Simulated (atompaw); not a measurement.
# Silicon: generating and testing a PAW (atompaw) potential

Aim: build the potential from the settings below, then test how well it stands in for the atom: scattering, ghost states and the plane-wave cutoff that it needs.

The numbers are computed with atompaw 4.2.0.5 (PBE, scalar-relativistic, spin-unpolarised reference atom).

## 1. Starting point

Typed settings, in words:

```json
{
 "element": "silicon (Si, Z = 14)",
 "type": "PAW",
 "frozen core": "[Ne]",
 "valence charge": "4",
 "reference configuration": "3s2 3p2",
 "partial waves": "3s (bound); 3s channel at 4.6 Ry; 3p (bound); 3p channel at 0.45 Ry",
 "local potential": "vpsmatchnc scheme with l = 2 at 0.5 Ry, radius 1.50 bohr",
 "core correction": "smooth core density matched at 1.65 bohr",
 "augmentation charge": "sinc compensation charge, radius 2.05 bohr; PAW radius 2.15 bohr; waves and projectors: bloechl"
}
```

## 2. Generation

The input, Si.input:

```
Si 14
GGA-PBE scalarrelativistic loggrid 1500 logderivrange -3 5 201
3 3 0 0 0 0
3 1 2
0 0 0
c
c
v
c
v
1
2.15 2.05 1.50 1.65
y
4.6
n
y
0.45
n
bloechl sinc
2 0.5 vpsmatchnc
PWSCFOUT
UPFDX 0.0125d0 UPFXMIN -7.d0 UPFZMESH 14.d0
END
```

Run with:

```sh
atompaw < Si.input > Si.log
```

What does the calculation give? Wanted: cutoffs for 10 and 1 mRy, occupied levels; bound ghosts; largest phase difference near zero energy, channels read; lowest eigenvalue of the overlap; share of valence orbitals outside the PAW sphere; UPF file.

The runs gave:

| quantity | value |
| --- | --- |
| cutoffs for 10 and 1 mRy, occupied levels | 60 Ry and 90 Ry |
| bound ghosts | none found |
| largest phase difference near zero energy, channels read | 0.004 rad |
| lowest eigenvalue of the overlap (Bessel basis) | 0.002 (p) |
| share of valence orbitals outside the PAW sphere | 3s 45 %, 3p 66 % |
| UPF file | written |

The overlap operator is nearly singular (0.002). By its cutoff, 60 Ry for the looser tolerance, it is of middling hardness. The slowest occupied level is 3s: taken alone it needs 90 Ry to come within 1 mRy, against 10 Ry for 3p. The Bessel-basis test finds no level below the valence levels. Near zero energy the phases of the channels with partial waves agree within 0.004 rad. These are tests on the free atom; a crystal test is still owed.
